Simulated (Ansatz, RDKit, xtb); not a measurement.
# C5H9NS2: ranking a sample of isomers

Which of a sample of isomers of C5H9NS2 is the most stable in the gas at 298.15 K, and what are its properties? The sample is small against all isomers, and the most stable one of this formula need not be in it.

The funnel: GFN2-xTB relaxations, single points with a density functional, relaxations at PBE0-D3(BJ)/def2-SVP, harmonic vibrations (at GFN2-xTB), and a last energy at a higher level. All values are calculated.

## Step 1: Drawing up candidates

Isomers were taken from a list of plausible structures; this is a sample, not all of them. That gives 5 candidates.

```tsv
label	SMILES	spin
c191	N=C[C@@H]1CCSSC1	singlet
c349	CCCSSCC#N	singlet
c520	C[C@@H](CS)[C@@H](S)C#N	singlet
c925	CC(=S)CCC(N)=S	singlet
c996	CS/C=C/CC(N)=S	singlet
```

Candidates are built by distance geometry, with a force field where one applies, in up to four conformers (letters a to d).

**Question.** With final energies at CCSD(T)/def2-SVP + MP2/def2-TZVPP - MP2/def2-SVP, which structure will this search put lowest in free energy, and by what margin?

| quantity | value |
| --- | --- |
| lowest structure found | CCCSSCC#N, singlet |
| next finalist | C[C@@H](CS)[C@@H](S)C#N, singlet, 3.1 kcal/mol higher in G |
| share at equilibrium, among the finalists | 99.4 % |

The search ends on `CCCSSCC#N`. Among the finalists first place is clear (3.1 kcal/mol); structures outside the list aren't covered. HF/STO-3G and HF/def2-SVP already put its bonding pattern lowest among the structures in one piece; GFN2-xTB favours the singlet N=C[C@@H]1CCSSC1; r2SCAN-D4/def2-SVP and PBE0-D3(BJ)/def2-SVP favour the singlet CC(=S)CCC(N)=S; MP2/def2-SVP favours the singlet C[C@@H](CS)[C@@H](S)C#N. 9 minima inside the window were never screened. Lowest found is not proven lowest: the search is finite, and each finalist counts with one conformer. Only 5 drawn patterns were tried, so whole families of isomers are missing, and the result ranks this sample alone.
